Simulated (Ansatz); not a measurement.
# CH₂BFO (SMILES O=CBF): functionals against CCSD(T) at one geometry

A test off equilibrium: a structure displaced at random from a GFN2-xTB minimum is computed at several levels, and each is set against CCSD(T).

Computed with Ansatz 0.2.0, Gaussian basis. Level: single points in def2-TZVPP.

Cores are frozen in the correlated methods.

**1. The system as given**

SMILES `O=CBF`, 6 atoms, charge 0, spin multiplicity 1.

Atoms are counted from 1 here; the program's logs count them from 0.

Bond lengths: O1–C2 1.293 Å, C2–B3 1.608 Å, C2–H5 1.080 Å, B3–F4 1.224 Å, B3–H6 1.289 Å. Angles: O1–C2–B3 127.9°, O1–C2–H5 119.4°, B3–C2–H5 112.4°, C2–B3–F4 123.5°, C2–B3–H6 119.3°, F4–B3–H6 117.1°.

Coordinates:

```xyz
6

O     0.4358   -0.1602   -1.8673
C     0.5380    0.1831   -0.6251
B    -0.4251   -0.2252    0.5959
F    -0.1603   -1.1125    1.3968
H     1.2903    0.9008   -0.3331
H    -1.4885    0.4685    0.8192
```

**2. CCSD(T)/def2-TZVPP**

Contents of run/in.yaml:

```yaml
crystal:
  periodic: [false, false, false]
  atoms:
    - {symbol: O, position_ang: [0.435800, -0.160200, -1.867300]}
    - {symbol: C, position_ang: [0.538000, 0.183100, -0.625100]}
    - {symbol: B, position_ang: [-0.425100, -0.225200, 0.595900]}
    - {symbol: F, position_ang: [-0.160300, -1.112500, 1.396800]}
    - {symbol: H, position_ang: [1.290300, 0.900800, -0.333100]}
    - {symbol: H, position_ang: [-1.488500, 0.468500, 0.819200]}
basis:
  gaussian: {orbitals: def2-TZVPP}
correlation: {method: ccsd_t}
output: {forces: true}
```

The command line of these runs was not kept.

**3. PBE0-D4/def2-TZVPP**

run/in.yaml: that of step 2 with these lines changed.

```diff
@@ -11,3 +11,3 @@
   gaussian: {orbitals: def2-TZVPP}
-correlation: {method: ccsd_t}
-output: {forces: true}
+hamiltonian: {xc: pbe0, dispersion: d4}
+output: {forces: true, orbitals: {seedname: orbitals}}
```

**4. wB97M-V/def2-TZVPP**

run/in.yaml: that of step 3 with these lines changed.

```diff
@@ -11,3 +11,3 @@
   gaussian: {orbitals: def2-TZVPP}
-hamiltonian: {xc: pbe0, dispersion: d4}
-output: {forces: true, orbitals: {seedname: orbitals}}
+hamiltonian: {xc: {name: wB97M-V}}
+output: {forces: true}
```

**5. r2SCAN-D4/def2-TZVPP**

run/in.yaml: that of step 4 with these lines changed.

```diff
@@ -11,3 +11,3 @@
   gaussian: {orbitals: def2-TZVPP}
-hamiltonian: {xc: {name: wB97M-V}}
+hamiltonian: {xc: r2scan, dispersion: d4}
 output: {forces: true}
```

**6. PBE-D4/def2-TZVPP**

run/in.yaml: that of step 5 with these lines changed.

```diff
@@ -11,3 +11,3 @@
   gaussian: {orbitals: def2-TZVPP}
-hamiltonian: {xc: r2scan, dispersion: d4}
+hamiltonian: {xc: pbe, dispersion: d4}
 output: {forces: true}
```

**7. B97M-V/def2-TZVPP**

run/in.yaml: that of step 6 with these lines changed.

```diff
@@ -11,3 +11,3 @@
   gaussian: {orbitals: def2-TZVPP}
-hamiltonian: {xc: pbe, dispersion: d4}
+hamiltonian: {xc: {name: B97M-V}}
 output: {forces: true}
```

**8. r2SCAN0-D4/def2-TZVPP**

run/in.yaml: that of step 7 with these lines changed.

```diff
@@ -11,3 +11,3 @@
   gaussian: {orbitals: def2-TZVPP}
-hamiltonian: {xc: {name: B97M-V}}
+hamiltonian: {xc: {name: r2SCAN0}, dispersion: d4}
 output: {forces: true}
```

(Steps that only read results are left out.)

**Question.** What will these runs give? Wanted: energy less free atoms, CCSD(T)/def2-TZVPP; RMS force component; RMS force error; HOMO and LUMO, PBE0-D4; T1 diagnostic.

As calculated:

| quantity | value |
| --- | --- |
| energy less free atoms, CCSD(T)/def2-TZVPP | -2388.1 kJ/mol |
| RMS force component | 2.501 to 2.666 eV/Å over the methods |
| RMS force error | PBE0-D4 0.406, wB97M-V 0.344, r2SCAN-D4 0.239, PBE-D4 0.205, B97M-V 0.388, r2SCAN0-D4 0.523 eV/Å |
| HOMO and LUMO, PBE0-D4 | -7.47 and -2.09 eV |
| T1 diagnostic | 0.017 |

Against CCSD(T) the functionals' energies less atoms differ by -164.9 to -8.7 kJ/mol, PBE-D4 by -164.9 kJ/mol. A larger basis would deepen the CCSD(T) value, while the functionals are nearly converged already, so the order here is not reliable. For forces PBE-D4 does best and r2SCAN0-D4 worst. Frozen-core CCSD(T) forces in triple zeta carry basis errors of their own, and this is one geometry, so small gaps rank nothing. The restricted Hartree–Fock reference is unstable towards an unrestricted one at one or more of these structures.
